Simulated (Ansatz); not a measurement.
# CHGaP (quartet): from Hartree-Fock to the top rungs at a displaced geometry (v1), cc-pVDZ

One table from this session's results is given with a row withheld; the runs are named, their logs left out.

The runs use Ansatz 0.2.0, Gaussian basis; cc-pVDZ, core rule «outside noble gas», up to 20 orbitals frozen.

The runs, in order: UHF; CCSD(T) on ROHF; CCSD(T) on UHF; BCCD(T) on ROHF; CISD; CCSDT(Q) on ROHF; CCSDT(Q) on UHF.

26 further runs of the same task are left out: 1 for a known fault of the program, 14 that didn't finish, 11 set aside as unsound or not needed.

### The geometry

The geometry is a PBE0/def2-TZVP stationary point (not a proven minimum) with its atoms shifted at random (size 0.040 Å). No spin-orbit coupling is included. The filled d shell of Ga may be among the frozen orbitals whatever the setting's name suggests; the logs give the count.

4 atoms, charge 0, spin multiplicity 4.

Atoms are counted from 1 here; the program's logs count them from 0.

Bond lengths: Ga1–C2 1.897 Å, Ga1–H4 1.539 Å, C2–P3 1.735 Å. Angles: C2–Ga1–H4 129.1°, Ga1–C2–P3 168.2°.

Set-up of the first run:

Contents of in.yaml:

```yaml
crystal:
  periodic: [false, false, false]
  atoms:
    - {symbol: Ga, position_ang: [0.002338, -0.345685, 1.096320]}
    - {symbol: C, position_ang: [0.001512, -0.115275, -0.786919]}
    - {symbol: P, position_ang: [0.049467, -0.259244, -2.514999]}
    - {symbol: H, position_ang: [-0.053317, 0.720204, 2.205599]}
basis:
  gaussian: {orbitals: cc-pVDZ}
magnetization: {spin_polarized: true, initial_magnetization: 3}
hamiltonian: {xc: hf}
output: {orbitals: {seedname: orbitals}}
```

Started as:

```
ansatz run in.yaml --threads 1 --pin off --events-out ev --progress --plain --max-ram 2393MiB
```

Steps of the session up to this table: UHF; CCSD(T) on ROHF; CCSD(T) on UHF; BCCD(T) on ROHF; CISD; CCSDT(Q) on ROHF; CCSDT(Q) on UHF.

One table of the session follows, with a row left open; its other results are not shown here.

It belongs to the step «Misses and costs». 

```
   method  from RCCSDT(Q) (kcal/mol)
     ROHF                    +194.53
      UHF                    +182.73
     RMP2                     +37.41
     UMP2                     +46.52
    RCCSD                     +13.09
    UCCSD                     +12.71
 RCCSD(T)                      +4.09
 UCCSD(T)                      +4.50
  BCCD(T)                      +4.13
   RCCSDT                      +1.42
   UCCSDT                          ?
RCCSDT(Q)                          0
UCCSDT(Q)                      -0.19
```

Estimate the missing values for UCCSDT.

The run gave: from RCCSDT(Q) (kcal/mol): +1.25. In the column «from RCCSDT(Q) (kcal/mol)» it lies between RCCSDT(Q) (0) and RCCSDT (+1.42).

Not comparable, so not listed: CISD (they don't share determinant, frozen orbitals or solution with the rows shown, or repeat one).

Caveats from the session: Restricted and unrestricted rows rest on different reference determinants; where their highest levels disagree by more than a few hundredths of an eV, they describe different states and don't form one ladder.
